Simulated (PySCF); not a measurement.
# C₂H₄F₂Te: NMR shieldings

Wanted: NMR shieldings for C₂H₄F₂Te (`FC(F)C[TeH]`).

Programs: PySCF 2.14.0, with routines of our own; each step states its level. All values are computed. Atoms count from 0.

## 1. The starting structure

9 atoms, charge 0, multiplicity 1; geometry from: GFN2-xTB.

## 2. NMR shieldings: PBE/pcSseg-1 Te:us-x2c-TZVPall-2c, spin–orbit

The job: settings as JSON, then the geometry in Å.

```
{"job": {"kind": "hnmr", "xc": "PBE", "basis": {"default": "pcSseg-1", "Te": "us-x2c-TZVPall-2c"}, "rel": "so"}, "charge": 0, "multiplicity": 1}
F     -0.010913    -1.566222    -0.470010
C     -0.794475    -0.535387    -0.058766
F     -1.083920    -0.792179     1.242139
C     -0.048238     0.760543    -0.175685
Te     1.734237     0.647060     1.042807
H     -1.735150    -0.582729    -0.630217
H      0.198011     0.953106    -1.213133
H     -0.662884     1.565583     0.209102
H      2.416895    -0.443780     0.028582
```

Level: PBE/pcSseg-1 Te:us-x2c-TZVPall-2c GIAO NMR shielding, X2C with spin-orbit coupling, screened-nuclear two-electron part, Gaussian nuclei, gas phase.

On the command line:

```bash
OMP_NUM_THREADS=1 python heavy_run.py task.json out
```

One launch serves the whole session: the jobs run in the order shown.

The program printed:

```text
spin-free SCF
coarse grid: 38880 points
cycle   1  E = -7071.4486667363  dE =  1.986e-01  |g| = 7.097e-01  |ddm| = 1.512e+01
cycle   2  E = -7071.2807308537  dE =  1.679e-01  |g| = 1.250e+00  |ddm| = 1.239e+00
cycle   3  E = -7071.5235417455  dE = -2.428e-01  |g| = 9.620e-02  |ddm| = 8.026e-01
cycle   4  E = -7071.5244919615  dE = -9.502e-04  |g| = 6.045e-02  |ddm| = 1.276e-01
cycle   5  E = -7071.5251978305  dE = -7.059e-04  |g| = 2.451e-02  |ddm| = 6.271e-02
cycle   6  E = -7071.5253310438  dE = -1.332e-04  |g| = 5.477e-03  |ddm| = 2.755e-02
cycle   7  E = -7071.5253346757  dE = -3.632e-06  |g| = 5.105e-04  |ddm| = 3.633e-03
final grid: 81160 points
cycle   8  E = -7071.5227895612  dE = -1.313e-06  |g| = 2.227e-03  |ddm| = 1.873e-03
cycle   9  E = -7071.5227892365  dE =  3.247e-07  |g| = 1.744e-03  |ddm| = 1.667e-03
cycle  10  E = -7071.5227894151  dE = -1.786e-07  |g| = 1.340e-03  |ddm| = 1.913e-03
cycle  11  E = -7071.5227896778  dE = -2.627e-07  |g| = 1.749e-04  |ddm| = 8.769e-04
cycle  12  E = -7071.5227896835  dE = -5.706e-09  |g| = 2.706e-05  |ddm| = 1.575e-04
converged SCF energy = -7071.5227896835
two-component SCF
cycle   1  E = -7070.6937061677  dE = -7.071e+03  |FDS-SDF| = 5.324e+01
cycle   2  E = -7072.6014703067  dE = -1.908e+00  |FDS-SDF| = 8.302e-02
cycle   3  E = -7072.6014756309  dE = -5.324e-06  |FDS-SDF| = 1.396e-02
cycle   4  E = -7072.6014743216  dE =  1.309e-06  |FDS-SDF| = 8.543e-03
cycle   5  E = -7072.6014794032  dE = -5.082e-06  |FDS-SDF| = 2.887e-03
cycle   6  E = -7072.6014810972  dE = -1.694e-06  |FDS-SDF| = 7.446e-04
cycle   7  E = -7072.6014811875  dE = -9.035e-08  |FDS-SDF| = 1.019e-04
cycle   8  E = -7072.6014811903  dE = -2.752e-09  |FDS-SDF| = 2.863e-05
converged, E = -7072.6014811903

Field gradients (au) and densities at the nuclei (bohr^-3)
atom        Vxx        Vyy        Vzz        centre      nuclear mean
  0 F     -1.2845    -1.5624     2.8469        407.100        407.099
  1 C      0.0582     0.4446    -0.5028        114.348        114.347
  2 F     -1.2829    -1.5821     2.8650        407.107        407.106
  3 C     -0.0636    -0.1248     0.1884        114.459        114.459
  4 Te     2.6852     7.5535   -10.2386     208576.266     206803.775
  5 H     -0.1312    -0.1405     0.2717          0.396          0.396
  6 H     -0.1546    -0.1644     0.3190          0.383          0.383
  7 H     -0.1552    -0.1637     0.3189          0.384          0.384
  8 H     -0.0663    -0.0932     0.1594          0.333          0.333
without picture change
  4 Te                         -11.1343                    436914.274

Core orbital energies (eV)
atom   shell        mean    spread
  4 Te 1s       -31563.458   0.000
  4 Te 2s        -4839.851   0.000
  4 Te 3s         -962.730   0.000
  4 Te 4s         -163.347   0.000
  4 Te 5s          -16.050   0.000
  4 Te 2p1/2     -4533.718   0.000
  4 Te 2p3/2     -4260.913   0.037
  4 Te 3p1/2      -837.141   0.000
  4 Te 3p3/2      -786.153   0.091
  4 Te 4p1/2      -120.245   0.000
  4 Te 4p3/2      -110.541   0.221
  4 Te 3d3/2      -564.739   0.085
  4 Te 3d5/2      -554.243   0.111
  4 Te 4d3/2       -41.772   0.276
  4 Te 4d5/2       -40.313   0.356

vertical triplet (scalar unrestricted SCF): 3.452 eV

Shielding tensors (ppm)
atom      isotropic    diamagn.    paramagn.     s11        s22        s33       span
  0 F       274.35      474.23     -199.87     184.70     294.03     344.34     159.64
  1 C        61.56      238.78     -177.22      40.31      61.52      82.85      42.53
  2 F       271.57      473.01     -201.43     178.58     296.04     340.11     161.53
  3 C       170.75      249.10      -78.35     140.13     158.54     213.59      73.45
  4 Te     4164.53     4973.63     -809.10    2952.01    4547.12    4994.46    2042.46
  5 H        25.85       27.56       -1.71      22.77      24.87      29.91       7.14
  6 H        28.19       29.69       -1.50      20.73      26.31      37.53      16.80
  7 H        29.42       29.30        0.11      22.99      27.27      38.00      15.01
  8 H        35.44       28.86        6.57      19.84      39.61      46.85      27.01
```

Run time: 89 s. Hardware: 1 thread of Arm Neoverse N1, shared host; peak memory 0.82 GiB.

From this job:

```
                       quantity       value
energy from spin-orbit coupling  -1.0787 Eh
```

## 3. NMR shieldings: PBE/pcSseg-1 Te:us-x2c-TZVPall-2c, spin-free

Settings changed since step 2:

```diff
@@ -1,2 +1,2 @@
-{"job": {"kind": "hnmr", "xc": "PBE", "basis": {"default": "pcSseg-1", "Te": "us-x2c-TZVPall-2c"}, "rel": "so"}, "charge": 0, "multiplicity": 1}
+{"job": {"kind": "hnmr", "xc": "PBE", "basis": {"default": "pcSseg-1", "Te": "us-x2c-TZVPall-2c"}, "rel": "sf"}, "charge": 0, "multiplicity": 1}
 F     -0.010913    -1.566222    -0.470010
```

With the program's defaults for keys left out, this is: PBE/pcSseg-1 Te:us-x2c-TZVPall-2c GIAO NMR shielding, spin-free X2C, Gaussian nuclei, gas phase.

The program printed:

```text
spin-free SCF
coarse grid: 38880 points
cycle   1  E = -7071.4486667363  dE =  1.986e-01  |g| = 7.097e-01  |ddm| = 1.512e+01
cycle   2  E = -7071.2807308537  dE =  1.679e-01  |g| = 1.250e+00  |ddm| = 1.239e+00
cycle   3  E = -7071.5235417455  dE = -2.428e-01  |g| = 9.620e-02  |ddm| = 8.026e-01
cycle   4  E = -7071.5244919615  dE = -9.502e-04  |g| = 6.045e-02  |ddm| = 1.276e-01
cycle   5  E = -7071.5251978305  dE = -7.059e-04  |g| = 2.451e-02  |ddm| = 6.271e-02
cycle   6  E = -7071.5253310438  dE = -1.332e-04  |g| = 5.477e-03  |ddm| = 2.755e-02
cycle   7  E = -7071.5253346757  dE = -3.632e-06  |g| = 5.105e-04  |ddm| = 3.633e-03
final grid: 81160 points
cycle   8  E = -7071.5227895612  dE = -1.313e-06  |g| = 2.227e-03  |ddm| = 1.873e-03
cycle   9  E = -7071.5227892365  dE =  3.247e-07  |g| = 1.744e-03  |ddm| = 1.667e-03
cycle  10  E = -7071.5227894151  dE = -1.786e-07  |g| = 1.340e-03  |ddm| = 1.913e-03
cycle  11  E = -7071.5227896778  dE = -2.627e-07  |g| = 1.749e-04  |ddm| = 8.769e-04
cycle  12  E = -7071.5227896835  dE = -5.706e-09  |g| = 2.706e-05  |ddm| = 1.575e-04
converged SCF energy = -7071.5227896835
check of the scalar solution
cycle   1  E = -7071.5227896836  dE = -7.072e+03  |FDS-SDF| = 5.919e+00
cycle   2  E = -7071.5244252925  dE = -1.636e-03  |FDS-SDF| = 3.542e-03
cycle   3  E = -7071.5244252909  dE =  1.616e-09  |FDS-SDF| = 1.765e-04
cycle   4  E = -7071.5244252799  dE =  1.091e-08  |FDS-SDF| = 2.607e-04
cycle   5  E = -7071.5244252934  dE = -1.345e-08  |FDS-SDF| = 7.340e-05
converged, E = -7071.5244252934

Field gradients (au) and densities at the nuclei (bohr^-3)
atom        Vxx        Vyy        Vzz        centre      nuclear mean
  0 F     -1.2850    -1.5625     2.8475        407.100        407.099
  1 C      0.0581     0.4444    -0.5025        114.348        114.348
  2 F     -1.2833    -1.5828     2.8661        407.107        407.106
  3 C     -0.0650    -0.1264     0.1915        114.458        114.458
  4 Te     2.6726     7.5964   -10.2690     208433.999     206661.510
  5 H     -0.1312    -0.1405     0.2717          0.396          0.396
  6 H     -0.1546    -0.1643     0.3190          0.383          0.383
  7 H     -0.1552    -0.1636     0.3188          0.384          0.384
  8 H     -0.0662    -0.0934     0.1596          0.333          0.333
without picture change
  4 Te                         -11.1796                    436931.688

Core orbital energies (eV)
atom   shell        mean    spread
  4 Te 1s       -31565.394   0.000
  4 Te 2s        -4840.228   0.000
  4 Te 3s         -962.828   0.000
  4 Te 4s         -163.380   0.000
  4 Te 5s          -16.061   0.000
  4 Te 2p        -4348.320   0.062
  4 Te 3p         -802.541   0.154
  4 Te 4p         -113.667   0.366
  4 Te 3d         -558.492   0.123
  4 Te 4d          -40.917   0.407

Shielding tensors (ppm)
atom      isotropic    diamagn.    paramagn.     s11        s22        s33       span
  0 F       277.22      474.28     -197.07     182.93     295.89     352.83     169.90
  1 C        60.23      238.60     -178.37      37.99      61.12      81.59      43.61
  2 F       274.16      473.07     -198.91     175.56     296.83     350.08     174.52
  3 C       151.80      248.78      -96.98     128.83     147.02     179.56      50.73
  4 Te     3057.81     5416.90    -2359.09    2144.75    2984.30    4044.37    1899.62
  5 H        24.92       27.52       -2.60      22.08      22.48      30.20       8.11
  6 H        28.86       29.59       -0.73      22.08      27.01      37.47      15.39
  7 H        29.67       29.27        0.39      23.58      27.42      38.00      14.42
  8 H        28.59       28.78       -0.18      17.62      24.91      43.24      25.62
```

Wall time 31 s (1 thread of Arm Neoverse N1, shared host); peak memory 0.72 GiB.

## 4. Shieldings side by side

```
                                                  run     Te4     C3    H8     F0     F2    C1    H5  time
step 2, PBE/pcSseg-1 Te:us-x2c-TZVPall-2c, spin–orbit  4164.5  170.8  35.4  274.4  271.6  61.6  25.8  89 s
 step 3, PBE/pcSseg-1 Te:us-x2c-TZVPall-2c, spin-free  3057.8  151.8  28.6  277.2  274.2  60.2  24.9  31 s
```

## 5. What came out

| quantity | value |
| --- | --- |
| energy from spin-orbit coupling (step 2, PBE/pcSseg-1 Te:us-x2c-TZVPall-2c, spin–orbit) | -1.0787 Eh |
| shieldings (step 2, PBE/pcSseg-1 Te:us-x2c-TZVPall-2c, spin–orbit) | F0 274.4, C1 61.6, F2 271.6, C3 170.8, Te4 4164.5 ppm |
| shieldings (step 3, PBE/pcSseg-1 Te:us-x2c-TZVPall-2c, spin-free) | F0 277.2, C1 60.2, F2 274.2, C3 151.8, Te4 3057.8 ppm |

**Reading.** A contracted two-component basis is stiff near heavy nuclei, so the absolute shieldings of the heavy atoms from it are rough. In step 2, Te4 has the widest tensor, 2042 ppm. Te4 moves most between the runs, by 1107 ppm; the labels say what changes from run to run.
